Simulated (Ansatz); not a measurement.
# BaY (P4/mmm) in Ansatz: convergence with k mesh

Aim: find how far k mesh must go before the results for BaY settle, at PBE. This setting moves, with any that are tied to it; all else stays.

All numbers are computed with Ansatz 0.2.0; they aren't measurements. Logs are shortened: lines on timing, memory, paths and dates and some standing lists are left out, and cuts for length are marked.

## (1) The crystal as given

Symmetry: P4/mmm, No. 123, tetragonal system. Conventional cell: a = 4.256 Å, b = 4.256 Å, c = 4.475 Å, α = 90.00°, β = 90.00°, γ = 90.00°. Ba (site symmetry 4/mmm) has 8 Y at 3.75 Å and 4 Ba at 4.26 Å as nearest neighbours. Y (site symmetry 4/mmm) is surrounded by 8 Ba at 3.75 Å and 4 Y at 4.26 Å.

The cell was built by a generator and needn't be a form met in nature.

## (2) With k mesh 2 × 2 × 2

input.yaml reads:

```yaml
crystal:
  lattice:
    - [4.2556898, 0.0, 0.0]
    - [0.0, 4.2556898, 0.0]
    - [0.0, 0.0, 4.47542265]
  atoms:
    - { symbol: Ba, position: [0.0, 0.0, 0.0] }
    - { symbol: "Y", position: [0.5, 0.5, 0.5] }
hamiltonian:
  xc: pbe
  pseudopotentials: { kind: nc }
kpoints:
  mp_grid: { grid: [2, 2, 2] }
scf:
  occupations: { method: gaussian, width: 0.05 }
output:
  forces: true
  stress: true
  eigenvalues: true
```

Potentials or basis: Ansatz NC.

Command:

```
$ ansatz run input.yaml --threads 2 --pin off --max-ram 5632MiB --backend cpu --events-out ev --progress --plain --runs-dir out
```

The program printed:

```text
Warning: RAYON_NUM_THREADS=2 ignored (pool sized by the plan → 2); use --threads N
Engine: ansatz 0.2.0, aarch64-unknown-linux-gnu
Pseudopotentials: kind: nc
Pseudopotential: Ba, nc, valence charge 10, recommended cutoff 770 eV (normal), Ba.nc.azcp
Pseudopotential: Y, nc, valence charge 11, recommended cutoff 979.609905 eV (normal), Y.nc.azcp
Functional definition: PBE
  parameter kappa = 0.804
  parameter beta = 0.06672455060314922
  exchange = pbe_x(kappa = kappa, mu = beta*pi^2/3)
  correlation = pbe_c(beta = beta)
Crystal: 2 atoms, lattice volume = 81.054 Å³
Basis set: ecut = 979.609905 eV, 5659 PW (Γ), exchange–correlation on 90×90×96 points (8 copies of the dense FFT grid, shifted against one another)
Bands: 15, of which v1, the nominal top of the filled ones, is band 11 counted from 1 (10 counted from 0)
Symmetry: 16 space group operations
Space group: P4/mmm (ITA 123), of the structure as read, at distance tolerance 4.3e-5 Å
k-points: 6 of 8
Non-local potential: Ba, projectors of the file, l = 0: 2, l = 1: 2, l = 2: 2, l = 3: 2
Non-local potential: Y, projectors of the file, l = 0: 2, l = 1: 2, l = 2: 2
Initial density: superposition of atomic densities (chi_scale 0.1, normalization cell, long waves kept (reshape's long-wave potential 0.00 eV rms))
Initial wavefunctions: pseudopotential atomic-orbital guess
Functional: x = pbe(κ = 0.804, μ = 0.2195149727645171), c = pbe(β = 0.06672455060314922)
SCF iter   1: F=—  HF=-1871.718036 eV  |F-HF|=—  |Δ(HF+E_count)|=         —  Δρ=2.19e-2  dr2=1.27e0  ethr=3.10e-3  ⟨swp⟩=12.0  Hψ=747  notcnv=0
preconditioner: auto → Resta (q_TF=auto, 2.178 Å⁻¹)  ε∞=12.2  [insulator: Δε(μ)=0.188 eV  Ē_g=2.755 eV  σ=0.050 eV  W_gap=0.99  n_scr=18 (ndim 8)  ℏωp=9.2 eV  f_vac=0.000  D(μ)=0.23/eV (n_scr^D=0)  ε∞_Penn≈12.2]
SCF iter   2: F=—  HF=-1871.393465 eV  |F-HF|=—  |Δ(HF+E_count)|=   3.25e-1  Δρ=1.25e-2  dr2=3.91e-1  ethr=3.10e-3  ⟨swp⟩=3.0  Hψ=180  notcnv=0  defer=1
preconditioner: auto → Kerker (q_TF=auto, 2.178 Å⁻¹)  [metal: Δε(μ)=0.037 eV  Ē_g=2.648 eV  σ=0.050 eV  W_gap=0.39  n_scr=18 (ndim 8)  ℏωp=9.2 eV  f_vac=0.000  D(μ)=7.39/eV (n_scr^D=80)]
SCF iter   3: F=—  HF=-1871.293770 eV  |F-HF|=—  |Δ(HF+E_count)|=   9.97e-2  Δρ=7.49e-3  dr2=4.04e-2  ethr=1.86e-3  ⟨swp⟩=3.8  Hψ=157  notcnv=0  defer=1
SCF iter   4: F=—  HF=-1871.296404 eV  |F-HF|=—  |Δ(HF+E_count)|=   2.63e-3  Δρ=1.70e-3  dr2=3.29e-3  ethr=1.92e-4  ⟨swp⟩=3.0  Hψ=167  notcnv=0  defer=1
SCF iter   5: F=—  HF=-1871.296294 eV  |F-HF|=—  |Δ(HF+E_count)|=   1.10e-4  Δρ=5.12e-4  dr2=2.22e-4  ethr=1.57e-5  ⟨swp⟩=2.2  Hψ=143  notcnv=0  defer=1
SCF iter   6: F=—  HF=-1871.296305 eV  |F-HF|=—  |Δ(HF+E_count)|=   1.16e-5  Δρ=9.29e-5  dr2=7.26e-6  ethr=1.06e-6  ⟨swp⟩=1.7  Hψ=108  notcnv=0  defer=1
SCF iter   7: F=—  HF=-1871.296281 eV  |F-HF|=—  |Δ(HF+E_count)|=   2.45e-5  Δρ=2.55e-5  dr2=3.18e-7  ethr=3.46e-8  ⟨swp⟩=2.5  Hψ=159  notcnv=0  defer=1
SCF iter   8: F=-1871.296281 eV  HF=-1871.296281 eV  |F-HF|=7.48e-9  |Δ(HF+E_count)|=   2.07e-7  Δρ=4.29e-6  dr2=2.29e-8  ethr=4.76e-10  ⟨swp⟩=12.5  Hψ=581  notcnv=0
SCF 1 converged in 8 iterations: F = -1871.296281 eV  dr2 = 2.29e-8
SCF converged after 8 iterations
Free energy (F): -1871.296281 eV
Harris-Foulkes:  -1871.296281 eV  (|F-HF|=7.48e-9)
Internal energy: -1871.284708 eV  (E = F + TS)
E sigma→0 (E₀):  -1871.290494 eV
Entropy (-TS):   -0.011573 eV (-5.787 meV/atom)
Fermi energy:    8.701830 eV
--- Per-component energies (eV) ---
  E_band       = -186.139028
  E_kinetic    = 490.160875
  E_local      = -1216.343387  (includes V_loc(G=0)·N_el)
  E_nonlocal   = 300.439934
  E_hartree    = 285.570014
  E_xc         = -394.466073
  E_vxc        = -331.538915  (∫ρ·V_xc dr)
  E_ewald      = -1336.646071
  E_smearing   = -0.011573  (= −TS)
  E_closure    = 0.000000  (closes the sum)
  Σ components = -1871.296281   (vs F -1871.296281, Δ=0.00e0)
--- Forces (eV/Å), atoms counted from 1 ---
  atom   1  Ba    -0.00000000     0.00000000     0.00000000
  atom   2  Y     -0.00000000     0.00000000     0.00000000
  max |Σ_I F_I| component: 7.44e-24 eV/Å
--- Stress (GPa, compression-positive) ---
       -0.075574       0.000000       0.000000
        0.000000      -0.075574       0.000000
        0.000000       0.000000      -0.014045
  P = ⅓ Tr σ = -0.0551 GPa (-0.551 kbar)
--- Band table (eV; the first three rows and the last of 6) ---
  k-point 0: bands = ["-34.9324", "-19.1443", "-14.9241", "-14.8438", "-14.8438", "-4.3090", "-4.2249", "-4.2249", "5.0297", "7.4324", "7.5657", "10.1622", "10.1622", "10.5062", "12.1052"]
  k-point 1: bands = ["-34.9313", "-19.1340", "-14.9424", "-14.8403", "-14.8403", "-4.6432", "-4.2168", "-4.2168", "7.3340", "7.3952", "8.6597", "9.6590", "10.2652", "10.2652", "10.9574"]
  k-point 2: bands = ["-34.9303", "-19.1210", "-14.9180", "-14.8851", "-14.8383", "-4.7015", "-4.2856", "-4.1988", "7.5314", "7.5406", "8.7038", "9.7521", "10.0021", "10.2209", "10.6665"]
  k-point 5: bands = ["-34.9273", "-19.0754", "-14.9423", "-14.8860", "-14.8860", "-4.5948", "-4.5948", "-4.5157", "8.4370", "8.6000", "8.6000", "9.3016", "9.4667", "9.4667", "11.2967"]
```

Wall time 0.81 s (2 threads of Arm Neoverse V2, shared host); peak memory 0.33 GiB.

Results:

| Quantity | Value |
| --- | --- |
| Free energy | -1871.2963 eV |
| Pressure | -0.1 GPa |
| Band gap on the k mesh | none (metal or under the smearing width) |

## (3) With k mesh 3 × 3 × 3

input.yaml, as its differences from that of step 2:

```diff
@@ -12,3 +12,3 @@
 kpoints:
-  mp_grid: { grid: [2, 2, 2] }
+  mp_grid: { grid: [3, 3, 3] }
 scf:
```

Potentials or basis: Ansatz NC.

Command:

```
$ ansatz run input.yaml --threads 2 --pin off --max-ram 5632MiB --backend cpu --events-out ev --progress --plain --runs-dir out
```

It took 0.89 s on 2 threads of Arm Neoverse V2, shared host; peak memory 0.33 GiB.

What came out:

- Free energy: -1870.6972 eV
- Pressure: 0.7 GPa
- Band gap on the k mesh: none (metal or under the smearing width)

## (4) With k mesh 4 × 4 × 4

input.yaml, as its differences from that of step 3:

```diff
@@ -12,3 +12,3 @@
 kpoints:
-  mp_grid: { grid: [3, 3, 3] }
+  mp_grid: { grid: [4, 4, 4] }
 scf:
```

Command:

```
$ ansatz run input.yaml --threads 2 --pin off --max-ram 5632MiB --backend cpu --events-out ev --progress --plain --runs-dir out
```

Run time: 1.9 s. Hardware: 2 threads of Arm Neoverse V2, shared host; peak memory 0.37 GiB.

Results:

```
Free energy            : -1870.6950 eV
Pressure               : 1.7 GPa
Band gap on the k mesh : none (metal or under the smearing width)
```

## (5) With k mesh 5 × 5 × 5

input.yaml, as its differences from that of step 4:

```diff
@@ -12,3 +12,3 @@
 kpoints:
-  mp_grid: { grid: [4, 4, 4] }
+  mp_grid: { grid: [5, 5, 5] }
 scf:
```

Command:

```
$ ansatz run input.yaml --threads 2 --pin off --max-ram 5632MiB --backend cpu --events-out ev --progress --plain --runs-dir out
```

Wall time 1.9 s (2 threads of Arm Neoverse V2, shared host); peak memory 0.38 GiB.

Results:

| Item | Value |
| --- | --- |
| Free energy | -1870.7724 eV |
| Pressure | 1.3 GPa |
| Band gap on the k mesh | none (metal or under the smearing width) |

## (6) With k mesh 6 × 6 × 6

input.yaml, as its differences from that of step 5:

```diff
@@ -12,3 +12,3 @@
 kpoints:
-  mp_grid: { grid: [5, 5, 5] }
+  mp_grid: { grid: [6, 6, 6] }
 scf:
```

Potentials or basis: Ansatz NC.

Command:

```
$ ansatz run input.yaml --threads 2 --pin off --max-ram 5632MiB --backend cpu --events-out ev --progress --plain --runs-dir out
```

It took 3.9 s on 2 threads of Arm Neoverse V2, shared host; peak memory 0.42 GiB.

Results (log left out):

```yaml
Free_energy: -1870.7741 eV
Pressure: 1.2 GPa
Band_gap_on_the_k_mesh: none (metal or under the smearing width)
```

## (7) With k mesh 7 × 7 × 7

input.yaml, as its differences from that of step 6:

```diff
@@ -12,3 +12,3 @@
 kpoints:
-  mp_grid: { grid: [6, 6, 6] }
+  mp_grid: { grid: [7, 7, 7] }
 scf:
```

Command:

```
$ ansatz run input.yaml --threads 2 --pin off --max-ram 5632MiB --backend cpu --events-out ev --progress --plain --runs-dir out
```

Wall time 4.5 s (2 threads of Arm Neoverse V2, shared host); peak memory 0.42 GiB.

It converged, with:

```yaml
Free_energy: -1870.7501 eV
Pressure: 1.2 GPa
Band_gap_on_the_k_mesh: none (metal or under the smearing width)
```

## (8) With k mesh 9 × 9 × 8

input.yaml, as its differences from that of step 7:

```diff
@@ -12,3 +12,3 @@
 kpoints:
-  mp_grid: { grid: [7, 7, 7] }
+  mp_grid: { grid: [9, 9, 8] }
 scf:
```

Command:

```
$ ansatz run input.yaml --threads 2 --pin off --max-ram 5632MiB --backend cpu --events-out ev --progress --plain --runs-dir out
```

It took 7.4 s on 2 threads of Arm Neoverse V2, shared host; peak memory 0.5 GiB.

The run converged. Its results:

| Item | Value |
| --- | --- |
| Free energy | -1870.7553 eV |
| Pressure | 1.3 GPa |
| Band gap on the k mesh | none (metal or under the smearing width) |

## (9) With k mesh 10 × 10 × 10

input.yaml, as its differences from that of step 8:

```diff
@@ -12,3 +12,3 @@
 kpoints:
-  mp_grid: { grid: [9, 9, 8] }
+  mp_grid: { grid: [10, 10, 10] }
 scf:
```

Potentials or basis: Ansatz NC.

Command:

```
$ ansatz run input.yaml --threads 2 --pin off --max-ram 5632MiB --backend cpu --events-out ev --progress --plain --runs-dir out
```

It took 12 s on 2 threads of Arm Neoverse V2, shared host; peak memory 0.61 GiB.

It converged, with:

| Item | Value |
| --- | --- |
| Free energy | -1870.7530 eV |
| Pressure | 1.3 GPa |
| Band gap on the k mesh | none (metal or under the smearing width) |

## (10) The series at a glance

```
      k mesh  energy less the tightest run, at zero smearing (meV/atom)  pressure (GPa)  SCF cycles  CPU time (s)  peak memory (GiB)
   2 × 2 × 2                                                    -270.39           -0.06           8           1.5               0.33
   3 × 3 × 3                                                      31.28            0.70           9           1.7               0.33
   4 × 4 × 4                                                      29.53            1.75           7           3.6               0.37
   5 × 5 × 5                                                     -10.79            1.30           7           3.6               0.38
   6 × 6 × 6                                                     -11.06            1.22           7           7.7               0.42
   7 × 7 × 7                                                       1.21            1.17           8           8.9               0.42
   9 × 9 × 8                                                      -1.24            1.28           7            15                0.5
10 × 10 × 10                                                       0.00            1.28           7            24               0.61
```

Against the tightest run, the pressure stays within 0.1 GPa from 9 × 9 × 8 on. Not settled before the last step: the energy (to 1 meV/atom). Meshes of other sizes hit other points, so gaps and Fermi surfaces needn't settle smoothly. The tightest run that finished is the yardstick and may itself not be fully converged.
